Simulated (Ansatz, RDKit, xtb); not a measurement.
# C3H6N2Si: which of the isomers drawn lies lowest?

Which of a sample of isomers of C3H6N2Si is the most stable in the gas at 298.15 K, and what are its properties? The sample is small against all isomers, and the most stable one of this formula need not be in it.

Plan: many cheap relaxations first (GFN2-xTB), then density-functional screening, relaxation at PBE0-D3(BJ)/def2-SVP, vibrations (at GFN2-xTB) and a final energy. The numbers are computed, not measured.

## 1. Drawing up candidates

Isomers were taken from a list of plausible structures; this is a sample, not all of them. That gives 4 candidates.

| label | SMILES | spin |
| --- | --- | --- |
| c282 | [SiH3]c1cn[nH]c1 | singlet |
| c594 | [SiH3]c1ccn[nH]1 | singlet |
| c885 | [SiH3]n1cccn1 | singlet |
| c912 | [SiH3]c1cc[nH]n1 | singlet |

Candidates are built by distance geometry, with a force field where one applies, in up to four conformers (letters a to d).

**Question.** With final energies at CCSD(T)/def2-SVP + MP2/def2-TZVPP - MP2/def2-SVP, which structure will this search put lowest in free energy, and by what margin?

| quantity | value |
| --- | --- |
| lowest structure found | [SiH3]n1cccn1, singlet |
| next finalist | [SiH3]c1ccn[nH]1, singlet, 10.3 kcal/mol higher in G |
| share at equilibrium, among the finalists | 100.0 % |

`[SiH3]n1cccn1` comes out lowest. The margin of 10.3 kcal/mol over the next finalist is beyond the usual error of the last level; it says nothing of structures that weren't ranked. GFN2-xTB, HF/STO-3G, r2SCAN-D4/def2-SVP, PBE0-D3(BJ)/def2-SVP, HF/def2-SVP and MP2/def2-SVP already put its bonding pattern lowest among the structures in one piece. Lowest found is not proven lowest: the search is finite, and each finalist counts with one conformer. Only 4 drawn patterns were tried, so whole families of isomers are missing, and the result ranks this sample alone.
